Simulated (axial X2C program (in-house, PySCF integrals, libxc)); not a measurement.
# MoC: properties at the nuclei

Aim: properties at the nuclei of MoC, with spin–orbit coupling in the Hamiltonian from the start.

Computed with an in-house X2C program for linear molecules on PySCF integrals. Level: two-component X2C with atomic mean-field terms, Mo dyall-cv3z, C dyall-v3z.

All values are calculated.

## Step 1: The job

Input file task.json:

```json
{
 "zs": [
  42,
  6
 ],
 "q": 0,
 "bas": [
  "dyall-cv3z",
  "dyall-v3z"
 ],
 "r0": 1.88,
 "levels": [
  "PBE0",
  "HF",
  "BP86",
  "PBE",
  "LDA"
 ],
 "nst": 3
}
```

Keys: zs atomic numbers; q charge; bas basis sets; r0 starting distance in Å; levels methods (HF also brings MP2); nst determinants followed.

Started as:

```bash
> python soeom.py task.json out
```

After this run come: Expectation values, lowest determinant; Expectation values, a higher determinant; Expectation values, a higher determinant.

Q: Predict the outcome of this session. Wanted: lowest determinant; Eeff magnitude; Ws magnitude Mo; A∥/gI Mo; qzz Mo; higher determinant (for each run or level that gives them).

**Answer**, as computed:

| quantity | value |
| --- | --- |
| lowest determinant | Ω = 1 (excess of +ω over −ω: ω = -3/2, ω = 5/2) |
| Eeff magnitude (GV/cm), PBE0 | 0.805 |
| Ws magnitude Mo (kHz), PBE0 | 0.406 |
| A∥/gI Mo (MHz), PBE0 | -776 |
| qzz Mo (a.u.), PBE0 | -0.48 |
| higher determinant | Ω = 1 (excess of +ω over −ω: ω = -1/2, ω = 3/2) |
| Eeff magnitude (GV/cm), PBE0, higher determinant | 2.89 |
| Ws magnitude Mo (kHz), PBE0, higher determinant | 1.43 |
| A∥/gI Mo (MHz), PBE0, higher determinant | -1600 |
| qzz Mo (a.u.), PBE0, higher determinant | -3.77 |
| higher determinant | Ω = 3 (excess of +ω over −ω: ω = 1/2, ω = 5/2) |
| Eeff magnitude (GV/cm), PBE0, higher determinant | 2.83 |
| Ws magnitude Mo (kHz), PBE0, higher determinant | 0.472 |
| A∥/gI Mo (MHz), PBE0, higher determinant | 1000 |
| qzz Mo (a.u.), PBE0, higher determinant | -3.83 |

What this shows: In the first state, the effective field runs from 0.541 to 0.805 GV/cm over the mean-field levels. The expectation values come from single determinants, which for open shells can mix terms of unlike spin or miss the lowest Ω, so a determinant need not be a state. Eeff is the effective electric field on the electron dipole moment in this Ω state and Ws the scalar–pseudoscalar constant (defined with the proton number Z and per Ω); A∥ is the parallel hyperfine constant, which follows by multiplying with the nuclear g factor gI = μI/(I μN); qzz is the electric field gradient, eQq0 = 234.96 MHz × Q/barn × qzz; μ is positive if C is the positive end. The operators were transformed with the bare-nucleus X2C matrices.
